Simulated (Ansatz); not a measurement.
# Li3IrF6: the cost of one run

Program: Ansatz 0.2.0, driven from Python. Level of theory: DFT RPBE+D4, plane waves, PAW. These are calculated values, not measurements.

### Step 1. Starting point

It takes space group Fm-3m (No. 225, cubic). Conventional cell: a = 7.928 Å, b = 7.928 Å, c = 7.928 Å, α = 90.00°, β = 90.00°, γ = 90.00°. Li (site symmetry -43m) has 12 F at 2.80 Å as nearest neighbours. Li (site symmetry m-3m) is surrounded by 6 F at 1.95 Å. Around Ir (site symmetry m-3m) lie 6 F at 2.01 Å. F (site symmetry 4mm) has 5 Li at 1.95 to 2.80 Å and 1 Ir at 2.01 Å as nearest neighbours.

The script holds or builds the structure itself.

### Step 2. The script

File bands.py:

```python
import sys

import ansatz as az
import numpy as np

lattice = az.Lattice.of(
    [0.0, 3.963927, 3.963927],
    [3.963927, 0.0, 3.963927],
    [3.963927, 3.963927, 0.0],
)
sites = [
    ("Li", [0.75, 0.75, 0.75]),
    ("Li", [0.25, 0.25, 0.25]),
    ("Li", [0.5, 0.5, 0.5]),
    ("Ir", [0.0, 0.0, 0.0]),
    ("F", [0.746096, 0.253904, 0.253904]),
    ("F", [0.253904, 0.253904, 0.746096]),
    ("F", [0.253904, 0.746096, 0.746096]),
    ("F", [0.253904, 0.746096, 0.253904]),
    ("F", [0.746096, 0.253904, 0.746096]),
    ("F", [0.746096, 0.746096, 0.253904]),
]
li3irf6 = az.Crystal(lattice=lattice)
for symbol, position in sites:
    li3irf6 = li3irf6.atom(symbol, position)

path = [
    ("K", (0.375, 0.375, 0.75)),
    ("G", (0.0, 0.0, 0.0)),
    ("L", (0.5, 0.5, 0.5)),
    ("W", (0.5, 0.25, 0.75)),
    ("X", (0.5, 0.0, 0.5)),
]
base = (
    li3irf6.calculation()
    .functional("rpbe", dispersion="d4")
    .accuracy("low")
    .kpoints(density=3.4)
    .occupations("fermi_dirac", width=10 * az.meV)
    .scf(extra_bands=12)
    .band_structure([point for _, point in path], intervals=4)
    .scf(extra_bands=6)
    .density_of_states(energy_step=0.05, projected=True)
    .forces()
)
try:
    result = base.run(threads=1)
except az.NonConvergedError as error:
    sys.exit(f"no convergence: {error}")
except az.RefusalError as error:
    sys.exit(f"input refused: {error}")
report = result.report

print(f"free energy      {report['free_energy_ev']:.5f} eV")
print(f"per atom         {report['free_energy_ev'] / len(result.lattice.sites):.5f} eV")
print(f"SCF iterations   {report['n_iterations']}  (converged: {report['converged']})")

dos = result.density_of_states()
energy = np.asarray(dos.energies_ev) - dos.fermi_ev
window = (energy > -12) & (energy < 3)
for index, site in enumerate(result.projected_density_of_states().sites):
    for shell in site.shells:
        if shell.l == 2:
            g = sum(np.sum(part.g_bin_mean_per_ev, axis=0) for part in shell.curves)[window]
            if g.sum() > 1e-6:
                centre = (g * energy[window]).sum() / g.sum()
                width = np.sqrt((g * (energy[window] - centre) ** 2).sum() / g.sum())
                print(f"site {index} {site.species} {shell.label}: centre {centre:.3f} eV, rms width {width:.3f} eV")

print("forces (eV/A)")
for site, force in zip(result.lattice.sites, report["forces_ev_ang"]):
    print(f"  {site.symbol:2s} {force[0]:9.4f} {force[1]:9.4f} {force[2]:9.4f}")

bands = result.band_structure()
fermi = bands.fermi_energy_ev
print(f"zero of the bands: {fermi:.3f} eV, the Fermi level found on the SCF mesh")
for spin, channel in enumerate(bands.channels):
    print("channel", spin, "- computed levels within 4 eV of the Fermi level")
    for i, (label, _) in enumerate(path):
        levels = channel.eigenvalues_ev[i * 4] - fermi
        print(f"  {label:3s}", " ".join(f"{e:7.3f}" for e in levels if abs(e) < 4))
```

### Step 3. The calls as engine input

The package turns the script's settings into the engine's input:

```yaml
crystal:
  lattice:
    - [0.0, 3.963927, 3.963927]
    - [3.963927, 0.0, 3.963927]
    - [3.963927, 3.963927, 0.0]
  atoms:
    - { symbol: Li, position: [0.75, 0.75, 0.75] }
    - { symbol: Li, position: [0.25, 0.25, 0.25] }
    - { symbol: Li, position: [0.5, 0.5, 0.5] }
    - { symbol: Ir, position: [0.0, 0.0, 0.0] }
    - { symbol: F, position: [0.746096, 0.253904, 0.253904] }
    - { symbol: F, position: [0.253904, 0.253904, 0.746096] }
    - { symbol: F, position: [0.253904, 0.746096, 0.746096] }
    - { symbol: F, position: [0.253904, 0.746096, 0.253904] }
    - { symbol: F, position: [0.746096, 0.253904, 0.746096] }
    - { symbol: F, position: [0.746096, 0.746096, 0.253904] }
accuracy: low
kpoints:
  mp_grid:
    kspacing: 0.29411764705882354
  band_path:
    path:
      - [0.375, 0.375, 0.75]
      - [0.0, 0.0, 0.0]
      - [0.5, 0.5, 0.5]
      - [0.5, 0.25, 0.75]
      - [0.5, 0.0, 0.5]
    npoints: 4
hamiltonian:
  xc: rpbe
  dispersion: d4
scf:
  n_extra_bands: 6
  occupations:
    method: fermi_dirac
    width: 0.01
output:
  dos:
    de: 0.05
    projected: true
  forces: true
```

### Step 4. Launch

Run with:

```
python bands.py
```

Q: Estimate wall time and peak memory on 1 thread of Arm Neoverse V1, shared host.

About 6.7 s, with a peak of 0.45 GiB.
